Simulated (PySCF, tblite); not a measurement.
**C₇H₁₄N₂: geometry, infrared bands and NMR shifts**

Wanted: the infrared bands and NMR shifts of C₇H₁₄N₂ (`C=C[C@@H]1CCNN1CC`), by calculation.

Computed with tblite 0.8.0 and PySCF 2.14.0, with density-fitted response routines of our own, on a single molecule in the gas phase. Atoms are numbered from 0 throughout.

### 1 The molecule as given

23 atoms, charge 0, multiplicity 1; geometry from: force field or distance geometry start.

Bonds of the start (Å): C0–C1 1.32, C1–C2 1.52, C2–C3 1.52, C3–C4 1.53, C4–N5 1.46, N5–N6 1.45, N6–C7 1.48, C7–C8 1.52, N6–C2 1.47, C0–H9 1.08, C0–H10 1.09, C1–H11 1.10, C2–H12 1.09, C3–H13 1.09, C3–H14 1.09, C4–H15 1.09, C4–H16 1.09, N5–H17 1.03, C7–H18 1.09, C7–H19 1.09, C8–H20 1.08, C8–H21 1.10, C8–H22 1.11.

### 2 Relaxing the molecule with GFN2-xTB

The job: settings as JSON, then the geometry in Å.

```
{"job": {"kind": "relax", "xc": "GFN2-xTB", "basis": "xTB"}, "charge": 0, "multiplicity": 1}
C     -2.306700     1.733000    -1.201800
C     -1.797700     0.875900    -0.330000
C     -0.704100    -0.130600    -0.636800
C     -1.211500    -1.560500    -0.508300
C     -0.197500    -2.253200     0.404900
N      0.964100    -1.373600     0.357100
N      0.401300    -0.035300     0.321800
C      1.421000     0.938000    -0.113000
C      2.458400     1.195000     0.969000
H     -1.986300     1.769200    -2.228900
H     -3.093100     2.431700    -0.900300
H     -2.160700     0.876300     0.706900
H     -0.358400     0.010400    -1.660200
H     -2.212500    -1.648600    -0.074700
H     -1.228400    -2.040900    -1.483400
H      0.045600    -3.258400     0.062400
H     -0.582200    -2.323000     1.424500
H      1.524400    -1.520900     1.206200
H      1.914700     0.608100    -1.031700
H      0.934600     1.893100    -0.334000
H      3.045300     0.312900     1.192500
H      3.141300     1.986900     0.642700
H      1.983600     1.541600     1.908100
```

Command:

```sh
$ OMP_NUM_THREADS=1 python probes_run.py task.json out
```

One launch serves the whole session: the jobs run in the order shown.

**Question.** This job is followed by: GFN2-xTB harmonic vibrations, gas phase; GIAO PBE0/pcSseg-1 NMR shielding, non-relativistic, gas phase. Predict these results of the whole session: strongest single infrared mode (GFN2-xTB); zero-point energy (GFN2-xTB); ¹³C shifts against TMS (PBE0/pcSseg-1); ¹H shifts against TMS (PBE0/pcSseg-1, means over atoms taken as alike); ¹⁵N shifts against NH3 (PBE0/pcSseg-1).

As calculated:

| quantity | value |
| --- | --- |
| strongest single infrared mode (GFN2-xTB) | 2836 cm⁻¹, 105 km/mol |
| zero-point energy (GFN2-xTB) | 126.7 kcal/mol |
| ¹³C shifts against TMS (PBE0/pcSseg-1) | 152.8, 121.0, 70.6, 52.4, 47.5, 37.2, 17.4 ppm |
| ¹H shifts against TMS (PBE0/pcSseg-1, means over atoms taken as alike) | 6.09, 5.31, 5.24, 3.32, 3.22, 3.06, 2.75, 2.67, 2.42, 2.34, 1.67, 1.07 ppm |
| ¹⁵N shifts against NH3 (PBE0/pcSseg-1) | 141.7, 129.4 ppm |

Over 54 steps the energy fell by 0.111 eV; of the close pairs, N6–C7 changed most, 1.475 to 1.451 Å. The lowest mode is slightly imaginary (3i cm⁻¹), a soft motion within the noise of the Hessian, so the minimum is not strictly shown. The strongest single mode, at 2836 cm⁻¹, moves mainly H18. GFN2-xTB is a fitted tight-binding method: band positions and strengths are rough. Its intensities can rank the bands wrongly. The most deshielded carbon is C1 (alkene CH), at 152.8 ppm: the olefinic region. H11 (hydrogen on an alkene CH) lies farthest downfield among hydrogen, at 6.09 ppm; olefinic region. At PBE0/pcSseg-1: The largest span, 228 ppm, is at C1, where the paramagnetic term is -220 ppm.
